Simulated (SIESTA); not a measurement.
The system is TaAs.

```
Ta As
1.0
    -1.72181    1.72181    5.86794
     1.72181   -1.72181    5.86794
     1.72181    1.72181   -5.86794
Ta As
2 2
Cartesian
  0.0000 0.0000 5.8676
  1.7218 0.0000 2.9336
  0.0000 0.0000 0.9698
  0.0000 1.7218 3.9037
```

The cell is a database's computed one.

| Property | Result |
| --- | --- |
| Program | SIESTA 5.4.2 |
| Task | single point |
| Functional | PBE |
| Potentials or basis | PseudoDojo 0.4 standard (PBE files) |
| Basis | DZP (energy shift 0.003 Ry; two zetas on semicore shells) |
| Grid cutoff | 800 Ry |
| Energy shift | 0.003 Ry |
| k mesh | 11 × 11 × 11 |
| Occupations | fermi-dirac, width 0.05 eV |
| Spin | no spin polarisation |

On this cell: pressure 4.4 GPa; largest force 0.059 eV/Å; band gap on the k mesh none (metal or under the smearing width).

The same run follows on a disturbed copy (atoms moved at random, drawn with an rms of 0.05 Å):

```
CELL_PARAMETERS angstrom
-1.72181 1.72181 5.86794
1.72181 -1.72181 5.86794
1.72181 1.72181 -5.86794
ATOMIC_POSITIONS crystal
Ta 0.49363 0.48643 0.98448
Ta 0.24121 0.74923 0.49441
As 0.08731 0.07299 0.99868
As 0.82544 0.32285 0.48741
```

What does the disturbed cell give?

The energy (extrapolated to zero smearing) moves by +4.4 meV/atom; pressure 4.5 GPa; largest force 0.552 eV/Å; band gap on the k mesh none (metal or under the smearing width).

Forces in eV/Å, atoms in the order of the input:
```
Ta   0.205  0.319  0.074
Ta  -0.542  0.095  0.048
As   0.049 -0.402 -0.103
As   0.288 -0.012 -0.019
```

Stress tensor (GPa, compression positive):
```
 5.27  0.03 -0.63
 0.03  5.26 -1.00
-0.63 -1.00  3.11
```

Caveats: short orbitals over semicore shells can move pressures by several GPa; the basis of atomic orbitals isn't converged, which shifts pressures, moduli and gaps.
